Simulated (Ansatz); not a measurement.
**CH3BN2: one species, many methods**

The task here is to estimate one member of a computed series from the others.

Method: functionals in def2-TZVPP, the program's frozen cores in correlated methods; program: Ansatz 0.2.0, Gaussian basis.

Levels to be run: LDA (SPW92), PBE-D4, revPBE-D4, BLYP-D4, r2SCAN-D4, B97M-V, PBE0-D4, B3LYP-D4, r2SCANh-D4, r2SCAN0-D4, HSE06-D4, BHLYP-D4, CAM-B3LYP-D4, LC-ωPBE, ωB97X-V, ωB97M-V, B2PLYP, PBE-QIDH; CCSD(T)/def2-SVP; CCSD(T)/def2-TZVPP; MP2/def2-QZVPP; extrapolation to the limit; RPA on PBE.

## The relaxed structure

An earlier PBE0-D4 in a triple-zeta def2 set relaxation fixed the geometry.

SMILES `NB1C=N1`, 7 atoms, charge 0, spin multiplicity 1.

Atoms are counted from 1 here; the program's logs count them from 0.

Bond lengths: N1–B2 1.383 Å, N1–H5 1.005 Å, N1–H6 1.004 Å, B2–C3 1.451 Å, B2–N4 1.446 Å, C3–N4 1.295 Å, C3–H7 1.087 Å. Angles: B2–N1–H5 122.3°, B2–N1–H6 123.2°, H5–N1–H6 114.5°, N1–B2–C3 162.1°, N1–B2–N4 144.7°, C3–B2–N4 53.1°, B2–C3–N4 63.2°, B2–C3–H7 166.8°, N4–C3–H7 130.0°, B2–N4–C3 63.6°.

As a file:

```xyz
7
CH3BN2
N    -0.73487    1.09184    0.10969
B    -0.03802   -0.09362   -0.03737
C     1.03164   -1.07409   -0.05402
N    -0.14404   -1.48757   -0.40724
H    -1.71899    1.16410   -0.08173
H    -0.30685    1.94703    0.41384
H     1.97233   -1.61570    0.01124
```

The first run:

File in.yaml:

```yaml
crystal:
  periodic: [false, false, false]
  atoms:
    - {symbol: N, position_ang: [-0.734866, 1.091842, 0.109685]}
    - {symbol: B, position_ang: [-0.038021, -0.093624, -0.037374]}
    - {symbol: C, position_ang: [1.031636, -1.074089, -0.054021]}
    - {symbol: N, position_ang: [-0.144037, -1.487572, -0.407243]}
    - {symbol: H, position_ang: [-1.718994, 1.164105, -0.081733]}
    - {symbol: H, position_ang: [-0.306847, 1.947033, 0.413843]}
    - {symbol: H, position_ang: [1.972331, -1.615696, 0.011243]}
basis:
  gaussian: {orbitals: def2-TZVPP}
hamiltonian: {xc: lda}
output: {orbitals: {seedname: orbitals}}
```

Started as:

```sh
$ ansatz run in.yaml --threads 2 --pin off --events-out ev --progress --plain --max-ram 4352MiB
```

Among the steps run: LDA; PBE-D4 (GGA); revPBE-D4 (GGA); BLYP-D4 (GGA); r2SCAN-D4 (meta-GGA); B97M-V (meta-GGA); PBE0-D4 (hybrid); B3LYP-D4 (hybrid); r2SCANh-D4 (hybrid); r2SCAN0-D4 (hybrid); HSE06-D4 (hybrid); BHLYP-D4 (hybrid); CAM-B3LYP-D4 (range-separated); LC-ωPBE (range-separated); ωB97X-V (range-separated); ωB97M-V (range-separated); B2PLYP (double hybrid); PBE-QIDH (double hybrid).

One of the session's tables, all rows but one given; the rest of the session is left out.

It belongs to the step «Frontier levels by functional». 

| functional | HOMO (eV) | gap (eV) |
| --- | --- | --- |
| LDA (SPW92) | -5.62 | 3.65 |
| PBE-D4 | -5.49 | 3.77 |
| revPBE-D4 | -5.43 | 3.81 |
| BLYP-D4 | -5.40 | 3.82 |
| r2SCAN-D4 | -5.71 | 4.26 |
| B97M-V | ? | ? |
| PBE0-D4 | -6.87 | 6.37 |
| B3LYP-D4 | -6.66 | 5.90 |
| r2SCANh-D4 | -6.23 | 5.23 |
| r2SCAN0-D4 | -7.02 | 6.67 |
| HSE06-D4 | -6.46 | 5.57 |
| BHLYP-D4 | -8.19 | 8.98 |
| CAM-B3LYP-D4 | -8.31 | 9.06 |
| LC-ωPBE | -9.67 | 11.69 |
| ωB97X-V | -9.30 | 11.23 |
| ωB97M-V | -9.19 | 11.04 |

Q: Estimate the row for B97M-V from the others.

As computed: HOMO (eV): -5.78; gap (eV): 4.50. In the column «HOMO (eV)» it lies between r2SCANh-D4 (-6.23) and r2SCAN-D4 (-5.71).
